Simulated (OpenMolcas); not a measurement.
# Os²⁺ among point charges: CASSCF and CASPT2 levels and susceptibility

Aim: the splitting of the states of Os²⁺ in the field of 6 point charges, its lowest levels with spin-orbit coupling and its magnetic susceptibility.

Method: state-averaged CASSCF and CASPT2, spin-orbit coupling by RASSI with atomic mean-field integrals. Code: OpenMolcas 26.06.

## Step 1: What is computed

| Property | Result |
| --- | --- |
| Species | Os²⁺ (osmium, Z = 76, 74 electrons) |
| Basis | ANO-RCC-VDZP [7s6p4d2f1g], 68 functions |
| Scalar Hamiltonian | DKH2, point nucleus |
| Inactive shells | 1s 2s 2p 3s 3p 3d 4s 4p 4d 4f 5s 5p |
| Active space | 6 electrons in 5 orbitals (5d) |
| Some configurations of this space | 5d6 |
| Orbitals | optimised for each spin and parity, averaged over all roots |

Outer shells as boxes (Hund's rule):

5d6
```
5d [↑↓][↑ ][↑ ][↑ ][↑ ]
```

The ion sits among 6 point charges of -1.7 e arranged as a trigonal prism (D3h), 2.29 Å from the ion, with a polar angle of 58.9° against the regular 49.1°.

The work runs as a chain of OpenMolcas steps in one folder; each step below is one input file. Labels, J, g values, rates, χT and fits are worked out afterwards by a script from the matrices that RASSI stores.

## Step 2: GATEWAY and SEWARD: basis and integrals

Input file a.inp:

```
&GATEWAY
Coord
1

Os 0.0 0.0 0.0
Basis=ANO-RCC-VDZP
Group=NoSym
NoMove
AngMom=0.0 0.0 0.0
AMFI
XField
6 Angstrom 0
1.961264 0.000000 1.182177 -1.700000
-0.980632 1.698505 1.182177 -1.700000
-0.980632 -1.698505 1.182177 -1.700000
1.961264 0.000000 -1.182177 -1.700000
-0.980632 1.698505 -1.182177 -1.700000
-0.980632 -1.698505 -1.182177 -1.700000
&SEWARD
```

## Step 3: CASSCF: quintets, 5 roots

Input file a.inp:

```
&RASSCF
FileOrb=start.orb
Symmetry=1
Spin=5
nActEl=6 0 0
Inactive=34
Ras2=5
CIRoot=5 5 1
SDav=5
CIMx=300
Iter=120 100
PrWF=0.3
OrbListing=Nothing
MaxOrb=0
>>> COPY $Project.JobIph JOB001
```

start.orb holds the contracted functions of the basis, ordered by shell, or the orbitals of the step before.

## Step 4: CASSCF: triplets, 45 roots

Input file a.inp:

```
&RASSCF
FileOrb=start.orb
Symmetry=1
Spin=3
nActEl=6 0 0
Inactive=34
Ras2=5
CIRoot=45 45 1
SDav=45
CIMx=300
Iter=120 100
PrWF=0.3
OrbListing=Nothing
MaxOrb=0
>>> COPY $Project.JobIph JOB002
```

## Step 5: CASSCF: singlets, 50 roots

Input file a.inp:

```
&RASSCF
FileOrb=start.orb
Symmetry=1
Spin=1
nActEl=6 0 0
Inactive=34
Ras2=5
CIRoot=50 50 1
SDav=50
CIMx=300
Iter=120 100
PrWF=0.3
OrbListing=Nothing
MaxOrb=0
>>> COPY $Project.JobIph JOB003
```

## Step 6: State interaction with spin-orbit coupling

Input file a.inp:

```
&RASSI
NrOfJobIphs=3 5 45 50
1 2 3 4 5
1 2 3 4 5 6 7 8 9 10 11 12 13 14 15 16 17 18 19 20 21 22 23 24 25 26 27
28 29 30 31 32 33 34 35 36 37 38 39 40 41 42 43 44 45
1 2 3 4 5 6 7 8 9 10 11 12 13 14 15 16 17 18 19 20 21 22 23 24 25 26 27
28 29 30 31 32 33 34 35 36 37 38 39 40 41 42 43 44 45 46 47 48 49 50
IphNames
JOB001
JOB002
JOB003
EJob
SpinOrbit
DIPRint=1.0
SOCoupling=1000.0
Subsets=2
Property=9
'ANGMOM' 1 'ANGMOM' 2 'ANGMOM' 3 'MLTPL  1' 1 'MLTPL  1' 2 'MLTPL  1' 3
'AMFI' 1 'AMFI' 2 'AMFI' 3
SOProperty=3
'ANGMOM' 1 'ANGMOM' 2 'ANGMOM' 3
```

## Step 7: CASPT2: IPEA 0.25, imaginary shift 0.1 (closed shells correlated: 4f 5s 5p)

Input file a.inp:

```
>>> COPY JOB001 $Project.JobIph
&CASPT2
Multistate=5 1 2 3 4 5
NoMult
Frozen=23
IPEA=0.25
Imaginary=0.1
MaxIter=60
WThr=0.0 0.3 0.05
PrWF=0.5
NoMix
>>> COPY JOB002 $Project.JobIph
&CASPT2
Multistate=45 1 2 3 4 5 6 7 8 9 10 11 12 13 14 15 16 17 18 19 20 21 22
23 24 25 26 27 28 29 30 31 32 33 34 35 36 37 38 39 40 41 42 43 44 45
NoMult
Frozen=23
IPEA=0.25
Imaginary=0.1
MaxIter=60
WThr=0.0 0.3 0.05
PrWF=0.5
NoMix
>>> COPY JOB003 $Project.JobIph
&CASPT2
Multistate=50 1 2 3 4 5 6 7 8 9 10 11 12 13 14 15 16 17 18 19 20 21 22
23 24 25 26 27 28 29 30 31 32 33 34 35 36 37 38 39 40 41 42 43 44 45 46
47 48 49 50
NoMult
Frozen=23
IPEA=0.25
Imaginary=0.1
MaxIter=60
WThr=0.0 0.3 0.05
PrWF=0.5
NoMix
```

(Steps that only read results are left out.)

Before running it: what results should come out? Wanted: spin-free ground state; first state of the same spin within the active space; lowest level; next level.

As calculated:

| quantity | value |
| --- | --- |
| method | SS-CASPT2, IPEA 0.25, imaginary shift 0.1 (closed shells correlated: 4f 5s 5p) |
| spin-free ground state | 5A1, 1-fold in its orbital part |
| first state of the same spin within the active space | 5E at 5780 cm⁻¹ |
| lowest level | 1-fold A1 |
| next level | 363.3 cm⁻¹ |
| χT at 300 K | 3.46 cm³ K/mol |
| effective moment at 300 K | 5.26 μB |

Cost by method:

| method | time of its own steps | time with the reference |
| --- | --- | --- |
| A. CASSCF | 23 s | 23 s |
| B. SS-CASPT2, IPEA 0.25, imaginary shift 0.1, +4f 5s 5p | 25 s | 48 s |

Times are of one thread on a shared host.

What this shows: The spin-free ground state (5A1) comes to 100 % from free-ion D terms and keeps the highest spin of the shell. χT at 300 K is 3.46, against 3.01 cm³ K/mol for the spin alone, so orbital moment adds to it. An active space of the d shell alone favours high spin; real ions in strong fields can be low spin. CASPT2 does not keep the components of a term degenerate, and the means are used. The field of point charges can differ much from that of real complexes. With metal d orbitals alone active, the gaps between spin states are rough; where two lie within a few thousand cm-1, their order is open. Point charges carry no covalency, so the field is a model and not that of real ligands.
